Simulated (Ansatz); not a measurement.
C2H5BO, SMILES BOC=C, a rigid torsion scan

Computed with Ansatz 0.2.0 through its Python package.

The script, `torsion.py`:
```python
"""Rigid torsion scan of C2H5BO."""

import ansatz
from ase import Atoms

atoms = Atoms(["B", "O", "C", "C", "H", "H", "H", "H", "H"], positions=[
    (-0.1932, 1.8388, -0.2705),
    (0.0945, 0.4765, -0.6316),
    (-0.0392, -0.5514, 0.2861),
    (0.3806, -1.783, -0.0537),
    (-0.1382, 2.724, -1.1162),
    (-0.6136, 2.179, 0.8034),
    (-0.3153, -0.3528, 1.316),
    (0.2654, -2.5815, 0.6624),
    (0.6475, -1.9958, -1.013),
])

# relax first, so that the scan starts from a minimum
first = ansatz.Crystal.molecule_from_ase(atoms).calculation()
first = first.basis(gaussian="6-31G*").functional("HF")
first = first.scf(lower_state_search="standard")
first = first.relax(force_tolerance=0.02, max_steps=80)
atoms.positions = first.run(threads=1).report["positions_ang"]

start = atoms.get_dihedral(1, 2, 3, 7)
energies = {}
for turn in range(0, 360, 30):
    turned = atoms.copy()
    turned.set_dihedral(1, 2, 3, 7, start + turn, indices=[3, 7, 8])
    calc = ansatz.Crystal.molecule_from_ase(turned).calculation()
    calc = calc.basis(gaussian="6-31G*").functional("HF")
    calc = calc.scf(lower_state_search="standard")
    energies[round((start + turn) % 360)] = calc.run(threads=1).report["free_energy_ev"]
floor = min(energies.values())
print("dihedral O1-C2-C3-H7 (deg)   E - E(min) (kJ/mol)")
for angle, e in sorted(energies.items()):
    print(f"{angle:8d} {96.485332 * (e - floor):14.3f}  " + "#" * int(30 * (e - floor) / max(max(energies.values()) - floor, 1e-9)))
```

Output of `python torsion.py`:
```text
dihedral O1-C2-C3-H7 (deg)   E - E(min) (kJ/mol)
       0          0.311
      30         54.401  ###
      60        211.019  ##############
      90        435.242  #############################
     120        210.183  ##############
     150         53.819  ###
     180          0.000
     210         54.074  ###
     240        210.664  ##############
     270        435.486  ##############################
     300        210.540  ##############
     330         54.146  ###
```

Reading the output:
- These settings explore the input space; basis and method may be short of convergence.
- The scan is rigid and the energies are electronic, in a modest basis. With rigid groups the curve can differ much from the relaxed path, the start wasn't checked as a minimum of this torsion, and equivalent turns needn't return to the same energy.
- It ran for 17 s on 1 thread of Arm Neoverse V1 (shared host), peak memory 0.2 GiB.
